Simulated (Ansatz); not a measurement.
# C2H4BN: small, medium and large basis sets

The task here is to estimate one member of a computed series from the others.

Computed with Ansatz 0.2.0, Gaussian basis. Level: one geometry, several basis sets.

The runs, in order: PBE0-D4/def2-SVP; ωB97M-V/def2-SVP; PBE0-D4/def2-QZVPP; ωB97M-V/def2-QZVPP; the functionals' def2-TZVPP values are taken from earlier runs.

### The relaxed structure

All runs share one geometry, relaxed beforehand with PBE0-D4 in a triple-zeta def2 set.

SMILES `CC1=NB1`, 8 atoms, charge 0, spin multiplicity 1.

Atoms are counted from 1 here; the program's logs count them from 0.

Bond lengths: C1–C2 1.470 Å, C1–H5 1.093 Å, C1–H6 1.091 Å, C1–H7 1.093 Å, C2–N3 1.306 Å, C2–B4 1.445 Å, N3–B4 1.426 Å, B4–H8 1.181 Å. Angles: C2–C1–H5 109.5°, C2–C1–H6 111.4°, C2–C1–H7 109.7°, H5–C1–H6 109.8°, H5–C1–H7 106.5°, H6–C1–H7 109.9°, C1–C2–N3 132.3°, C1–C2–B4 165.5°, N3–C2–B4 62.2°, C2–N3–B4 63.7°, C2–B4–N3 54.1°, C2–B4–H8 161.7°, N3–B4–H8 144.2°.

Coordinates:

```xyz
8

C     0.26140    1.13109   -0.18292
C    -0.10403   -0.26764    0.08084
N    -1.04409   -0.80879    0.80847
B    -0.18252   -1.71007    0.11735
H     0.19489    1.32861   -1.25584
H    -0.38580    1.82194    0.36041
H     1.30385    1.29823    0.09883
H     0.04840   -2.85047   -0.08294
```

The first run:

in.yaml reads:

```yaml
crystal:
  periodic: [false, false, false]
  atoms:
    - {symbol: C, position_ang: [0.261400, 1.131090, -0.182919]}
    - {symbol: C, position_ang: [-0.104032, -0.267639, 0.080841]}
    - {symbol: N, position_ang: [-1.044094, -0.808789, 0.808474]}
    - {symbol: B, position_ang: [-0.182518, -1.710073, 0.117347]}
    - {symbol: H, position_ang: [0.194892, 1.328612, -1.255844]}
    - {symbol: H, position_ang: [-0.385799, 1.821945, 0.360410]}
    - {symbol: H, position_ang: [1.303848, 1.298228, 0.098831]}
    - {symbol: H, position_ang: [0.048403, -2.850471, -0.082941]}
basis:
  gaussian: {orbitals: def2-SVP}
hamiltonian: {xc: pbe0, dispersion: d4}
output: {orbitals: {seedname: orbitals}}
```

Launch:

```sh
> ansatz run in.yaml --threads 2 --pin off --events-out ev --progress --plain --max-ram 4352MiB
```

Steps of the session up to this table: PBE0-D4 in def2-SVP; ωB97M-V in def2-SVP; PBE0-D4 in def2-QZVPP; ωB97M-V in def2-QZVPP.

One of the session's tables, all rows but one given; the rest of the session is left out.

It belongs to the step «Density functionals: the series». 

| functional | basis | HOMO (eV) | LUMO (eV) |
| --- | --- | --- | --- |
| PBE0-D4 | def2-SVP | -7.09 | -0.40 |
| PBE0-D4 | def2-TZVPP | -7.16 | -0.57 |
| PBE0-D4 | def2-QZVPP | -7.18 | -0.63 |
| ωB97M-V | def2-SVP | -9.42 | 2.03 |
| ωB97M-V | def2-TZVPP | -9.50 | 1.68 |
| ωB97M-V | def2-QZVPP | ? | ? |

Q: Estimate the row for ωB97M-V, def2-QZVPP from the others.

The run gave: HOMO (eV): -9.52; LUMO (eV): 1.43. In the column «HOMO (eV)» it is the lowest.
